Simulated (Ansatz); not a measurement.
# C2H4AlBS: the cost of one run

Program: Ansatz 0.2.0, Gaussian basis. Level of theory: the settings change from run to run. These are calculated values, not measurements.

## Step 1: The molecule

The structure was relaxed beforehand with PBE0-D4 in a triple-zeta def2 set.

SMILES `BS[C]1=[CH][AlH]1`, 9 atoms, charge 0, spin multiplicity 1.

Atoms are counted from 1 here; the program's logs count them from 0.

Bond lengths: B1–S2 1.762 Å, B1–H6 1.192 Å, B1–H7 1.193 Å, S2–C3 1.748 Å, C3–C4 1.367 Å, C3–Al5 1.861 Å, C4–Al5 1.855 Å, C4–H8 1.088 Å, Al5–H9 1.568 Å. Angles: S2–B1–H6 120.5°, S2–B1–H7 116.2°, H6–B1–H7 123.4°, B1–S2–C3 104.8°, S2–C3–C4 127.7°, S2–C3–Al5 164.1°, C4–C3–Al5 68.1°, C3–C4–Al5 68.7°, C3–C4–H8 128.2°, Al5–C4–H8 163.1°, C3–Al5–C4 43.2°, C3–Al5–H9 157.9°, C4–Al5–H9 158.9°.

## Step 2: BHLYP/def2-TZVP

Options: charge -1, multiplicity 2, restricted open-shell orbitals, D3(BJ) dispersion.

Input file in.yaml:

```yaml
crystal:
  periodic: [false, false, false]
  atoms:
    - {symbol: B, position_ang: [0.301098, 1.568356, -1.575609]}
    - {symbol: S, position_ang: [0.704885, -0.138349, -1.409388]}
    - {symbol: C, position_ang: [0.096622, -0.589348, 0.165615]}
    - {symbol: C, position_ang: [0.159711, -1.815663, 0.766950]}
    - {symbol: Al, position_ang: [-0.692942, -0.575859, 1.851290]}
    - {symbol: H, position_ang: [-0.270454, 2.141840, -0.701126]}
    - {symbol: H, position_ang: [0.630533, 2.089579, -2.596381]}
    - {symbol: H, position_ang: [0.597400, -2.733551, 0.380231]}
    - {symbol: H, position_ang: [-1.438352, 0.006593, 3.101319]}
basis:
  gaussian: {orbitals: def2-TZVP}
total_charge: -1
magnetization: {spin_polarized: false, initial_magnetization: 1}
hamiltonian: {xc: {name: BHLYP}, dispersion: d3bj}
```

Started as:

```console
> ansatz run in.yaml --threads 2 --pin off --events-out ev --progress --plain --max-ram 4352MiB
```

**Question.** How long does this run take on 2 threads of Arm Neoverse V1, shared host, and how much memory does it need?

About 20 s, with a peak of 0.67 GiB.
